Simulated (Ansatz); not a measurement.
## CH₃FSe, SMILES FC[SeH]: vertical and adiabatic energies of changing the electron count, step by step

Computed with Ansatz 0.2.0 through its Python package.

At the Python prompt:
```pycon
>>> import itertools
>>> import ansatz
>>> from ase.data import atomic_numbers, covalent_radii
>>> import numpy as np
>>> system = (
...     ansatz.Crystal.molecule()
...     .atom("F", [0.5233, -0.0246, -1.3861])
...     .atom("C", [-0.0506, -0.4905, -0.2246])
...     .atom("Se", [-0.9229, 0.9452, 0.7719])
...     .atom("H", [0.8425, -0.9263, 0.3763])
...     .atom("H", [-0.7994, -1.2725, -0.479])
...     .atom("H", [0.4491, 1.7047, 0.8953])
... )
>>> base = (
...     system.calculation()
...     .basis(gaussian="def2-SVP")
...     .functional("B3LYP")
... )
>>> symbols = [site.symbol for site in system.cartesian_sites]
>>> start = np.array([site.position_ang for site in system.cartesian_sites], dtype=float)
>>> rep = base.relax(force_tolerance=0.01).run().report
>>> end = np.array(rep["positions_ang"])
>>> minimum = ansatz.Crystal.molecule()
>>> for symbol, place in zip(symbols, end):
...     minimum = minimum.atom(symbol, place.tolist())
...
>>> ion = (
...     minimum.calculation()
...     .basis(gaussian="def2-SVP")
...     .functional("B3LYP")
...     .charge(1)
...     .spin("collinear", total=1)
... )
>>> vertical = ion.run().report
>>> settled = ion.relax(force_tolerance=0.01, max_steps=80).run().report
>>> print(f"vertical ionisation energy   {vertical['free_energy_ev'] - rep['free_energy_ev']:.3f} eV")
vertical ionisation energy   9.556 eV
>>> print(f"adiabatic, no zero point     {settled['free_energy_ev'] - rep['free_energy_ev']:.3f} eV")
adiabatic, no zero point     9.357 eV
>>> print(f"relaxation energy of the ion {vertical['free_energy_ev'] - settled['free_energy_ev']:.3f} eV")
relaxation energy of the ion 0.200 eV
>>> ionised = np.array(settled["positions_ang"])
>>> # pairs closer than 1.2 times the sum of covalent radii, before or after
>>> radius = [covalent_radii[atomic_numbers[s]] for s in symbols]
>>> span = lambda where, i, j: np.linalg.norm(where[i] - where[j])
>>> bonded = [(i, j) for i, j in itertools.combinations(range(len(symbols)), 2) if min(span(end, i, j), span(ionised, i, j)) < 1.2 * (radius[i] + radius[j])]
>>> print("pair        before    after (A)")
pair        before    after (A)
>>> for i, j in bonded:
...     print(f"{symbols[i]}{i}-{symbols[j]}{j}".ljust(10), f"{span(end, i, j):8.4f} {span(ionised, i, j):8.4f}")
...
F0-C1        1.3663   1.3232
C1-Se2       1.9644   2.0262
C1-H3        1.1001   1.1075
C1-H4        1.1018   1.1075
Se2-H5       1.4762   1.4900
>>> for first, second in list(itertools.combinations(bonded, 2)):
...     shared = set(first) & set(second)
...     if shared and symbols[(j := shared.pop())] != "H":
...         i, k = sorted((set(first) | set(second)) - {j})
...         u, v = ionised[i] - ionised[j], ionised[k] - ionised[j]
...         angle = np.degrees(np.arccos(np.clip(u @ v / np.linalg.norm(u) / np.linalg.norm(v), -1, 1)))
...         print(f"final angle {symbols[i]}{i}-{symbols[j]}{j}-{symbols[k]}{k}: {angle:.2f} deg")
...
final angle F0-C1-Se2: 111.00 deg
final angle F0-C1-H3: 112.94 deg
final angle F0-C1-H4: 112.94 deg
final angle Se2-C1-H3: 103.97 deg
final angle Se2-C1-H4: 103.98 deg
final angle C1-Se2-H5: 93.28 deg
final angle H3-C1-H4: 111.27 deg
```

What to keep in mind:
- The energies are electronic: no zero-point or thermal terms, and the basis set is short of its limit. The product may relax into another structure. Each relaxation finds its nearest minimum, which needn't be the lowest.
- b3lyp holds the VWN-RPA fit, as in Gaussian; the form of ORCA and Turbomole is b3lyp5.
- Finished in 89 s on 1 thread of Arm Neoverse V1 (shared host), peak memory 0.29 GiB.
